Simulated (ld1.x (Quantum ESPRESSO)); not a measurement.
# Indium: generating and testing a TM potential

Do these settings give a usable potential? It is generated, then checked for transferability, scattering, ghosts and hardness.

The numbers are computed with ld1.x (Quantum ESPRESSO) 7.5 (PBE, scalar-relativistic, spin-unpolarised reference atom).

## (1) The design

The settings as typed:

```json
{
 "element": "indium (In, Z = 49)",
 "type": "norm-conserving Troullier–Martins (Kleinman–Bylander form)",
 "frozen core": "[Kr] 4d10",
 "valence charge": "3",
 "reference configuration": "5s2 5p1",
 "partial waves": "5p (bound): rc 2.55 bohr; 5d channel at 0.2 Ry: rc 2.10 bohr; 5s (bound): rc 1.55 bohr",
 "local potential": "the s channel",
 "core correction": "Bessel-smoothed model core inside 1.40 bohr"
}
```

The nodes and maxima of the atom's own shells, from an earlier all-electron run, set the scale for the radii.

All-electron outer shells of the reference configuration (PBE, scalar-relativistic, ld1.x):

```
shell  level (eV)  outermost node (bohr)  outermost maximum (bohr)
   4p      -78.13                   0.42                      0.82
   4d      -18.62                   0.40                      0.94
   5s       -8.21                   1.02                      2.16
   5p       -2.52                   1.14                      2.85
```

## (2) The generation run

Contents of In.in:

```
 &input
   title='In', zed=49., rel=1, dft='PBE', iswitch=3,
   config='[Kr] 4d10 5s2 5p1 5d-2',
   nld=3, rlderiv=2.75, eminld=-3.0, emaxld=5.0, deld=0.02
 /
 &inputp
   pseudotype=2, tm=.true., lloc=0,
   nlcc=.true., new_core_ps=.true., rcore=1.40,
   file_pseudopw='In.UPF', file_wfcaegen='ae.wfc', file_wfcncgen='nc.wfc', file_beta='beta', file_chi='chi'
 /
3
5P  2  1   1.00   0.00  2.55  2.55  0.0
5D  3  2  -2.00   0.20  2.10  2.10  0.0
5S  1  0   2.00   0.00  1.55  1.55  0.0
 &test
   configts(1)='5s2 5p1'
 /
```

The run is started by

```bash
$ ld1.x < In.in > In.out
```

The output, In.out (without the banner and most projector matrices):

```text
     Program LD1 v.7.5
     --------------------------- All-electron run ----------------------------

     In
     scalar relativistic calculation

     atomic number is 49.00
     dft =PBE   lsd =0 sic =0 latt =0  beta=0.20 tr2=1.0E-14
     Exchange-correlation= PBE
                           (   1   4   3   4   0   0   0)
     mesh =1241 r(mesh) = 100.30140 a.u. xmin = -7.00 dx = 0.01250
     1 Ry =  13.60569312 eV, c = 137.03599908

     n l     nl                  e(Ry)          e(Ha)          e(eV)
     1 0     1S 1( 2.00)     -2039.9100     -1019.9550    -27754.3892
     2 0     2S 1( 2.00)      -305.4337      -152.7169     -4155.6374
     2 1     2P 1( 6.00)      -274.1375      -137.0687     -3729.8300
     3 0     3S 1( 2.00)       -57.9587       -28.9793      -788.5681
     3 1     3P 1( 6.00)       -47.7106       -23.8553      -649.1352
     4 0     4S 1( 2.00)        -8.7948        -4.3974      -119.6592
     4 1     4P 1( 6.00)        -5.7424        -2.8712       -78.1300
     3 2     3D 1(10.00)       -31.8038       -15.9019      -432.7123
     4 2     4D 1(10.00)        -1.3688        -0.6844       -18.6233
     5 0     5S 1( 2.00)        -0.6035        -0.3017        -8.2110
     5 1     5P 1( 1.00)        -0.1851        -0.0926        -2.5185

     final scf error:  6.5E-15 reached in  26 iterations

     Etot =  -11763.278081 Ry,   -5881.639040 Ha, -160047.551690 eV

     Ekin =   12261.098761 Ry,    6130.549381 Ha,  166820.747093 eV
     Encl =  -28443.021702 Ry,  -14221.510851 Ha, -386987.024767 eV
     Eh   =    4737.642377 Ry,    2368.821188 Ha,   64458.908302 eV
     Exc  =    -318.997517 Ry,    -159.498758 Ha,   -4340.182318 eV

     normalization and overlap integrals

     s(1S/1S) =  1.000000  <r> =   0.0297  <r2> =    0.0012  r(max) =   0.0192
     s(2S/2S) =  1.000000  <r> =   0.1285  <r2> =    0.0195  r(max) =   0.1090
     s(2P/2P) =  1.000000  <r> =   0.1122  <r2> =    0.0154  r(max) =   0.0870
     s(3S/3S) =  1.000000  <r> =   0.3486  <r2> =    0.1390  r(max) =   0.3153
     s(3P/3P) =  1.000000  <r> =   0.3471  <r2> =    0.1399  r(max) =   0.3075
     s(4S/4S) =  1.000000  <r> =   0.8480  <r2> =    0.8143  r(max) =   0.7658
     s(4P/4P) =  1.000000  <r> =   0.9218  <r2> =    0.9725  r(max) =   0.8152
     s(3D/3D) =  1.000000  <r> =   0.3243  <r2> =    0.1250  r(max) =   0.2581
     s(4D/4D) =  1.000000  <r> =   1.1828  <r2> =    1.6828  r(max) =   0.9354
     s(5S/5S) =  1.000000  <r> =   2.6097  <r2> =    7.8334  r(max) =   2.1612
     s(5P/5P) =  1.000000  <r> =   3.7447  <r2> =   16.6771  r(max) =   2.8453

     ------------------------ End of All-electron run ------------------------

     --------------------- Generating NC pseudopotential ---------------------

      Generating local pot.: lloc=0, matching radius rcloc =   1.5500

      Computing core charge for nlcc:

       r > 1.41 : true rho core
      Core charge pseudized with two Bessel functions
      Integrated core pseudo-charge :  21.32

      Wfc   5P  rcut= 2.543  Using Troullier-Martins method

      Wfc   5D  rcut= 2.082  Using Troullier-Martins method

     ------------------- End of pseudopotential generation -------------------

     [... the all-electron block is printed once more ...]


     Computing logarithmic derivative in   2.75784
     Computing logarithmic derivative in   2.75784
     Computing the partial wave expansion
       no projector for channel:   0
     R is outside the sphere for l=    1 j= 0.00
     R is outside the sphere for l=    2 j= 0.00

     ---------------------- Testing the pseudopotential ----------------------

     In
     scalar relativistic calculation

     atomic number is 49.00   valence charge is  3.00
     dft =PBE   lsd =0 sic =0 latt =0  beta=0.20 tr2=1.0E-14
     mesh =1241 r(mesh) = 100.30140 xmin = -7.00 dx = 0.01250

     n l     nl             e AE (Ry)        e PS (Ry)    De AE-PS (Ry)
     1 0     5S   1( 2.00)       -0.60349       -0.60349       -0.00001
     2 1     5P   1( 1.00)       -0.18511       -0.18511       -0.00000

     eps = 8.7E-15  iter = 13

     Etot =  -11763.278081 Ry,   -5881.639040 Ha, -160047.551690 eV
     Etotps =   -45.463394 Ry,     -22.731697 Ha,    -618.560994 eV

     Ekin =       1.482141 Ry,       0.741070 Ha,      20.165554 eV
     Encl =      -6.379836 Ry,      -3.189918 Ha,     -86.802085 eV
     Ehrt =       2.749711 Ry,       1.374856 Ha,      37.411730 eV
     Ecxc =     -43.336645 Ry,     -21.668323 Ha,    -589.625094 eV
     (Ecc =     -41.513321 Ry,     -20.756660 Ha,    -564.817503 eV)
     Epseu=       0.021234 Ry,       0.010617 Ha,       0.288902 eV

     ---------------------- End of pseudopotential test ----------------------
```

Wall time 1.2 s (1 thread of Neoverse-V2, shared host). (Generation and the later configuration tests together.)

Partial waves on a coarse radial grid (AE all-electron, PS pseudo):

```tsv
r (bohr)	5s AE	5s PS	5p AE	5p PS
0.128	-0.0627	0.0893	-0.0073	0.0018
0.255	0.2083	0.1598	0.1361	0.0073
0.382	0.0402	0.1996	0.0312	0.0164
0.510	-0.2088	0.2081	-0.1214	0.0296
0.638	-0.3207	0.1965	-0.2071	0.0471
0.765	-0.2876	0.1821	-0.2139	0.0688
0.893	-0.1638	0.1788	-0.1644	0.0955
1.020	-0.0043	0.1964	-0.0852	0.1267
1.148	0.1584	0.2438	0.0061	0.1631
1.275	0.3035	0.3243	0.0966	0.2035
1.402	0.4246	0.4260	0.1809	0.2474
1.530	0.5208	0.5208	0.2566	0.2938
1.658	0.5925	0.5925	0.3221	0.3403
1.785	0.6421	0.6421	0.3770	0.3846
1.912	0.6737	0.6737	0.4227	0.4251
2.040	0.6903	0.6903	0.4600	0.4605
2.168	0.6946	0.6946	0.4897	0.4897
2.295	0.6892	0.6892	0.5123	0.5123
2.422	0.6762	0.6762	0.5290	0.5290
2.550	0.6572	0.6572	0.5406	0.5406
2.678	0.6339	0.6339	0.5476	0.5476
2.805	0.6077	0.6077	0.5508	0.5508
2.932	0.5794	0.5794	0.5505	0.5505
3.060	0.5496	0.5496	0.5474	0.5474
3.188	0.5192	0.5192	0.5419	0.5419
3.315	0.4889	0.4889	0.5344	0.5344
```

## (3) Transferability test

Contents of In.test.in:

```
 &input
   title='In', zed=49., rel=1, dft='PBE', iswitch=2,
   config='[Kr] 4d10 5s2 5p1 5d-2'
 /
 &test
   file_pseudo='In.UPF', nconf=8,
   configts(1)='5s2 5p1',
   configts(2)='5s2 5p0',
   configts(3)='5s1 5p0',
   configts(4)='5s2 5p0.5',
   configts(5)='5s1 5p1',
   configts(6)='5s2 5p1.3',
   configts(7)='5s1 5p2',
   configts(8)='5s0 5p3'
 /
```

The run is started by

```bash
$ ld1.x < In.test.in > In.test.out
```

In.test.out, the pseudopotential blocks:

```text
     ---------------------- Testing the pseudopotential ----------------------

     In
     scalar relativistic calculation

     atomic number is 49.00   valence charge is  3.00
     dft =PBE   lsd =0 sic =0 latt =0  beta=0.20 tr2=1.0E-14
     mesh =1241 r(mesh) = 100.30140 xmin = -7.00 dx = 0.01250

     n l     nl             e AE (Ry)        e PS (Ry)    De AE-PS (Ry)
     1 0     5S   1( 2.00)       -0.60349       -0.60349       -0.00001
     2 1     5P   1( 1.00)       -0.18511       -0.18511       -0.00000

     eps = 8.9E-15  iter = 13

     Etot =  -11763.278081 Ry,   -5881.639040 Ha, -160047.551690 eV
     Etotps =   -45.463395 Ry,     -22.731697 Ha,    -618.560994 eV

     Ekin =       1.482141 Ry,       0.741070 Ha,      20.165553 eV
     Encl =      -6.379836 Ry,      -3.189918 Ha,     -86.802085 eV
     Ehrt =       2.749711 Ry,       1.374856 Ha,      37.411730 eV
     Ecxc =     -43.336645 Ry,     -21.668323 Ha,    -589.625094 eV
     (Ecc =     -41.513321 Ry,     -20.756660 Ha,    -564.817503 eV)
     Epseu=       0.021234 Ry,       0.010617 Ha,       0.288902 eV

     ---------------------- End of pseudopotential test ----------------------

     ---------------------- Testing the pseudopotential ----------------------

     In
     [...]
     n l     nl             e AE (Ry)        e PS (Ry)    De AE-PS (Ry)
     1 0     5S   1( 2.00)       -1.09694       -1.10098        0.00403
     2 1     5P   1( 0.00)       -0.61969       -0.62248        0.00279

     eps = 2.7E-16  iter =  9

     Etot =  -11762.883901 Ry,   -5881.441951 Ha, -160042.188603 eV
     Etotps =   -45.068125 Ry,     -22.534063 Ha,    -613.183079 eV
     dEtot_ae =       0.394180 Ry
     dEtot_ps =       0.395269 Ry,   Delta E=      -0.001090 Ry

     [...]
     ---------------------- End of pseudopotential test ----------------------

     ---------------------- Testing the pseudopotential ----------------------

     In
     [...]
     n l     nl             e AE (Ry)        e PS (Ry)    De AE-PS (Ry)
     1 0     5S   1( 1.00)       -1.73982       -1.76501        0.02519  !
     2 1     5P   1( 0.00)       -1.19185       -1.20733        0.01549  !

     eps = 2.5E-15  iter =  7

     Etot =  -11761.470178 Ry,   -5880.735089 Ha, -160022.953921 eV
     Etotps =   -43.640977 Ry,     -21.820489 Ha,    -593.765741 eV
     dEtot_ae =       1.807903 Ry
     dEtot_ps =       1.822417 Ry,   Delta E=      -0.014515 Ry

     [...]
     ---------------------- End of pseudopotential test ----------------------

     ---------------------- Testing the pseudopotential ----------------------

     In
     [...]
     n l     nl             e AE (Ry)        e PS (Ry)    De AE-PS (Ry)
     1 0     5S   1( 2.00)       -0.83741       -0.83865        0.00123
     2 1     5P   1( 0.50)       -0.39025       -0.39103        0.00079

     eps = 8.3E-15  iter =  9

     Etot =  -11763.135469 Ry,   -5881.567734 Ha, -160045.611355 eV
     Etotps =   -45.320589 Ry,     -22.660294 Ha,    -616.618021 eV
     dEtot_ae =       0.142612 Ry
     dEtot_ps =       0.142806 Ry,   Delta E=      -0.000194 Ry

     [...]
     ---------------------- End of pseudopotential test ----------------------

     ---------------------- Testing the pseudopotential ----------------------

     In
     [...]
     n l     nl             e AE (Ry)        e PS (Ry)    De AE-PS (Ry)
     1 0     5S   1( 1.00)       -1.16920       -1.18027        0.01108  !
     2 1     5P   1( 1.00)       -0.67724       -0.68230        0.00506  !

     eps = 1.3E-17  iter =  9

     Etot =  -11762.399329 Ry,   -5881.199664 Ha, -160035.595654 eV
     Etotps =   -44.580035 Ry,     -22.290018 Ha,    -606.542280 eV
     dEtot_ae =       0.878752 Ry
     dEtot_ps =       0.883359 Ry,   Delta E=      -0.004607 Ry

     [...]
     ---------------------- End of pseudopotential test ----------------------

     ---------------------- Testing the pseudopotential ----------------------

     In
     [...]
     n l     nl             e AE (Ry)        e PS (Ry)    De AE-PS (Ry)
     1 0     5S   1( 2.00)       -0.48053       -0.48033       -0.00020
     2 1     5P   1( 1.30)       -0.07809       -0.07800       -0.00009

     eps = 2.4E-15  iter = 16

     Etot =  -11763.317192 Ry,   -5881.658596 Ha, -160048.083822 eV
     Etotps =   -45.502488 Ry,     -22.751244 Ha,    -619.092886 eV
     dEtot_ae =      -0.039111 Ry
     dEtot_ps =      -0.039093 Ry,   Delta E=      -0.000018 Ry

     [...]
     ---------------------- End of pseudopotential test ----------------------

     ---------------------- Testing the pseudopotential ----------------------

     In
     [...]
     n l     nl             e AE (Ry)        e PS (Ry)    De AE-PS (Ry)
     1 0     5S   1( 1.00)       -0.67620       -0.68114        0.00494
     2 1     5P   1( 2.00)       -0.23658       -0.23734        0.00076

     eps = 2.0E-16  iter = 12

     Etot =  -11762.848787 Ry,   -5881.424393 Ha, -160041.710847 eV
     Etotps =   -45.032084 Ry,     -22.516042 Ha,    -612.692721 eV
     dEtot_ae =       0.429294 Ry
     dEtot_ps =       0.431310 Ry,   Delta E=      -0.002016 Ry

     [...]
     ---------------------- End of pseudopotential test ----------------------

     ---------------------- Testing the pseudopotential ----------------------

     In
     [...]
     n l     nl             e AE (Ry)        e PS (Ry)    De AE-PS (Ry)
     1 0     5S   1( 0.00)       -0.73951       -0.75207        0.01257  !
     2 1     5P   1( 3.00)       -0.28182       -0.28400        0.00218

     eps = 8.9E-16  iter =  8

     Etot =  -11762.399986 Ry,   -5881.199993 Ha, -160035.604596 eV
     Etotps =   -44.576177 Ry,     -22.288088 Ha,    -606.489780 eV
     dEtot_ae =       0.878095 Ry
     dEtot_ps =       0.887218 Ry,   Delta E=      -0.009123 Ry

     [...]
     ---------------------- End of pseudopotential test ----------------------
```

Energies count from the reference configuration 5s2 5p1; the error is all-electron less pseudo.

| valence configuration | charge | ΔE all-electron (eV) | error AE − PS (meV) |
| --- | --- | --- | --- |
| 5s2 5p0 | +1 | 5.363 | -15 |
| 5s1 5p0 | +2 | 24.598 | -197 |
| 5s2 5p0.5 | +0.5 | 1.940 | -2.6 |
| 5s1 5p1 | +1 | 11.956 | -63 |
| 5s2 5p1.3 | -0.3 | -0.532 | -0.2 |
| 5s1 5p2 | 0 | 5.841 | -27 |
| 5s0 5p3 | 0 | 11.947 | -124 |

## (4) Logarithmic derivatives

Taken from the files of the generation run. The phase is arctan(r·u′/u) with u = r·R, unwrapped, with energies in Ry. A pole is an energy at which the radial function vanishes at the test radius. The pseudo phase is shifted by a multiple of π to meet the all-electron one at the reference energy. Levels narrower than the energy grid can be missing from the poles. The last column is the largest difference on the grid between −1 and +1 Ry.

| channel | radius (bohr) | reference (Ry) | poles AE | poles PS | window around the reference with phases within 0.05 rad (Ry) | largest difference near zero (rad) |
| --- | --- | --- | --- | --- | --- | --- |
| s | 2.76 | -0.60 | 0.67 | 0.52, 2.01 | below 0.8 | 0.061 |
| p | 2.76 | -0.19 | 1.82 | 1.81 | below 4.5 | 0.002 |
| d | 2.76 | 0.20 | -1.29, 3.94 | -1.67, 3.56 | -1.1 to 1.0 | 0.020 |

Phases (rad) along the scan:

```tsv
E (Ry)	s AE	s PS	p AE	p PS
-3.00	1.310	1.309	1.337	1.336
-2.52	1.268	1.266	1.309	1.308
-2.04	1.199	1.196	1.270	1.269
-1.56	1.055	1.050	1.208	1.207
-1.08	0.609	0.601	1.095	1.094
-0.60	-0.751	-0.751	0.824	0.824
-0.12	-1.332	-1.339	-0.054	-0.054
0.36	-1.508	-1.528	-1.045	-1.046
0.84	-1.597	-1.658	-1.361	-1.362
1.32	-1.661	-2.272	-1.492	-1.493
1.80	-1.720	-4.647	-1.568	-1.569
2.28	-1.788	-4.761	-1.624	-1.625
2.76	-1.887	-4.824	-1.674	-1.675
3.24	-2.074	-4.883	-1.728	-1.727
3.72	-2.572	-4.957	-1.799	-1.792
4.20	-3.661	-5.074	-1.913	-1.891
4.68	-4.231	-5.316	-2.158	-2.078
```

## (5) Plane-wave convergence, by spherical Bessel functions

This step uses the generator's waves and projectors in a separate script. Basis: spherical Bessel functions vanishing at 20 bohr, q² up to the cutoff; potential fixed at the reference.

All-electron valence levels (Ry): 5p -0.1851, 5s -0.6035. The lowest levels of each channel (Ry) by cutoff; the last column sums, over occupied levels, occupation times the distance from the level at 400 Ry. A positive value at high cutoff is not a bound level.

```tsv
cutoff (Ry)	p #1	d #1	s #1	f #1	Σ f·Δε (mRy)
8	-0.1820	0.0397	-0.5236	0.0989	163.0
18	-0.1850	0.0390	-0.5514	0.0989	104.4
35	-0.1851	0.0384	-0.6004	0.0989	6.1
60	-0.1851	0.0363	-0.6018	0.0989	3.5
100	-0.1851	-1.3492	-0.6029	0.0989	1.1
120	-0.1851	-1.6661	-0.6030	0.0989	1.0
160	-0.1851	-1.7534	-0.6034	0.0989	0.2
400	-0.1851	-1.7561	-0.6035	0.0989	0.0
```

The sum stays within 10 mRy from 35 Ry and within 1 mRy from 120 Ry. The sum leaves out empty levels, which can need more. Ghost test: ghost state, bound below the all-electron valence or empty levels of the same l: d at -23.9 eV.

## (6) Results

```
                                                quantity                  value
               cutoffs for 10 and 1 mRy, occupied levels       35 Ry and 120 Ry
                                            bound ghosts         d at -23.89 eV
                            largest test error (AE − PS)  -197 meV, for 5s1 5p0
largest phase difference near zero energy, channels read              0.061 rad
```

A bound ghost (d) makes it unfit for use: electrons can fall into a state that the atom doesn't have. By total energies transferability is poor: the largest error is 197 meV on 24.6 eV, for 5s1 5p0. It counts as soft on the atom at that tolerance, with 35 Ry needed at the looser tolerance. The tighter tolerance needs 120 Ry, and converged work needs a cutoff nearer that. The slowest occupied level is 5s: taken alone it needs 90 Ry to come within 1 mRy, against 10 Ry for 5p. Near zero energy the largest phase difference among the channels read is 0.06 rad, in the s channel. All of this concerns the isolated atom, not yet a solid.
